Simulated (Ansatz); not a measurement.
Task: cell relaxations under several functionals of AlN, space group P6_3mc, with the Ansatz DFT code, driven from Python. Give the script and its output. Settings (first run): r2SCAN, PAW, cutoff 571 eV, 12×12×4 k-points, fixed occupations, RVV10 dispersion.

```cif
data_structure
_symmetry_space_group_name_H-M 'P 1'
_symmetry_Int_Tables_number 1
_cell_length_a 3.1130
_cell_length_b 3.1130
_cell_length_c 4.9810
_cell_angle_alpha 90.000
_cell_angle_beta 90.000
_cell_angle_gamma 120.000
_cell_volume 41.80
loop_
_atom_site_label
_atom_site_type_symbol
_atom_site_fract_x
_atom_site_fract_y
_atom_site_fract_z
_atom_site_occupancy
Al1 Al 0.33333 0.66667 0.00000 1
Al2 Al 0.66667 0.33333 0.50000 1
N1 N 0.33333 0.66667 0.38000 1
N2 N 0.66667 0.33333 0.88000 1
```

The script, `lattice.py`:
```python
"""Relaxed cell of AlN under several functionals."""

import ansatz as az
import numpy as np

def edges_and_angles(cell):
    cell = np.asarray(cell)
    a, b, c = np.linalg.norm(cell, axis=1)
    cosines = cell[1] @ cell[2] / (b * c), cell[0] @ cell[2] / (a * c), cell[0] @ cell[1] / (a * b)
    return (a, b, c, *np.degrees(np.arccos(cosines)))

xtal = (
    az.Lattice.of((3.113, 0.0, 0.0), (-1.5565, 2.69594, 0.0), (0.0, 0.0, 4.981))
    .atom("Al", (1 / 3, 2 / 3, 0.0))
    .atom("Al", (2 / 3, 1 / 3, 0.5))
    .atom("N", (1 / 3, 2 / 3, 0.38))
    .atom("N", (2 / 3, 1 / 3, 0.88))
)

setup = (
    xtal.calculation()
    .basis(21 * az.Ha)
    .kpoints(12, 12, 4)
    .occupations("fixed")
    .relax(cell=True, max_steps=40)
)

levels = [("r2scan", "rvv10"), ("rpbe", "none"), ("r2scan", "none")]
print("level            a       b       c    alpha   beta  gamma  V/atom  steps")
for name, dispersion in levels:
    seen = []
    run = setup.functional(name, dispersion=dispersion).session().plan()
    done = run.execute(on_event=lambda e: seen.append(e) if e["event"] == "relax_step" else None)
    cell = done.lattice.cell_ang
    label = name if dispersion == "none" else f"{name}+{dispersion}"
    print("{:13s} {:7.4f} {:7.4f} {:7.4f} {:6.2f} {:6.2f} {:6.2f}".format(label, *edges_and_angles(cell)), f"{abs(np.linalg.det(cell)) / len(done.lattice.sites):7.3f} {len(seen):5d}")
```

Running `python lattice.py` prints:
```text
level            a       b       c    alpha   beta  gamma  V/atom  steps
r2scan+rvv10   3.1033  3.1033  4.9720  90.00  90.00 120.00  10.367     6
rpbe           3.1491  3.1491  5.0497  90.00  90.00 120.00  10.842     6
r2scan         3.1067  3.1067  4.9785  90.00  90.00 120.00  10.403     6
```

From smallest to largest: r2SCAN+RVV10 (10.37 Å³ an atom, -0.8 % against the start), r2SCAN (10.40 Å³ an atom, -0.5 % against the start) and RPBE (10.84 Å³ an atom, +3.7 % against the start). The spread is 4.6 % in volume.

Caveats:
- Of the deposited cell: the entry's cell lengths or inner coordinates differ somewhat from later room-temperature determinations.
- The starting cell is as deposited in a crystallographic database; the results hold for this polymorph, which needn't be the stable one.
- It ran for 100 s on 1 thread of Arm Neoverse V1, on a shared host, peak memory 0.62 GiB.
